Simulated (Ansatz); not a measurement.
# TaBO (quintet): geometry and frequencies at several levels

The task here is to estimate one member of a computed series from the others.

Computed with Ansatz 0.2.0 (the levels named in each step, unless a step's input says otherwise).

**The starting structure**

Bond lengths: O1–B2 1.184 Å, B2–Ta3 2.168 Å. Angles: O1–B2–Ta3 180.0°.

Structure file:

```xyz
3

O     0.0000    0.0000   -1.5124
B     0.0000    0.0000   -0.3281
Ta    0.0000    0.0000    1.8404
```

The first run:

input.yaml reads:

```yaml
crystal:
  periodic: [false, false, false]
  atoms:
    - { symbol: O, position_ang: [0.0, 0.0, -1.55659482] }
    - { symbol: B, position_ang: [0.0, 0.0, -0.32536307] }
    - { symbol: Ta, position_ang: [0.0, 0.0, 1.88195789] }
magnetization:
  spin_polarized: true
  initial_magnetization: 4
basis:
  gaussian: { orbitals: def2-TZVPP }
hamiltonian:
  xc: pbe0
  dispersion: d4
relax:
  f_tol: 0.002
  max_steps: 150
```

Launch:

```sh
$ ansatz run input.yaml --threads 2 --pin off --max-ram 5120MiB --backend cpu --events-out ev --progress --plain --runs-dir out
```

Steps of the session up to this table: Relaxation, PBE0-D4/def2-TZVPP; Frequencies, PBE0-D4/def2-TZVPP; Relaxation, PBE-D4/def2-TZVPP; Frequencies, PBE-D4/def2-TZVPP; Relaxation, r2SCAN-D4/def2-TZVPP; Frequencies, r2SCAN-D4/def2-TZVPP; Relaxation, B3LYP-D4/def2-TZVPP; Frequencies, B3LYP-D4/def2-TZVPP; Relaxation, B2PLYP/def2-TZVPP.

One table of the session follows, with a row left open; its other results are not shown here.

It belongs to the step «Geometries side by side». 

```
               level  O1–B2 (Å)  B2–Ta3 (Å)  rotational constants (MHz)  dipole (D)  highest frequency (cm⁻¹)
  PBE0-D4/def2-TZVPP     1.2142      2.2244                      2370.3        6.68                      1895
   PBE-D4/def2-TZVPP     1.2300      2.2022                      2387.3        6.34                      1793
r2SCAN-D4/def2-TZVPP     1.2206      2.2199                      2370.2        6.49                      1850
 B3LYP-D4/def2-TZVPP          ?           ?                           ?           ?                         ?
   B2PLYP/def2-TZVPP     1.2207      2.2327                      2350.7        6.57                         -
```

Q: Estimate the row for B3LYP-D4/def2-TZVPP from the others.

As computed: O1–B2 (Å): 1.2155; B2–Ta3 (Å): 2.2354; rotational constants (MHz): 2352.1; dipole (D): 6.57; highest frequency (cm⁻¹): 1874. In the column «O1–B2 (Å)» it lies between PBE0-D4/def2-TZVPP (1.2142) and r2SCAN-D4/def2-TZVPP (1.2206).
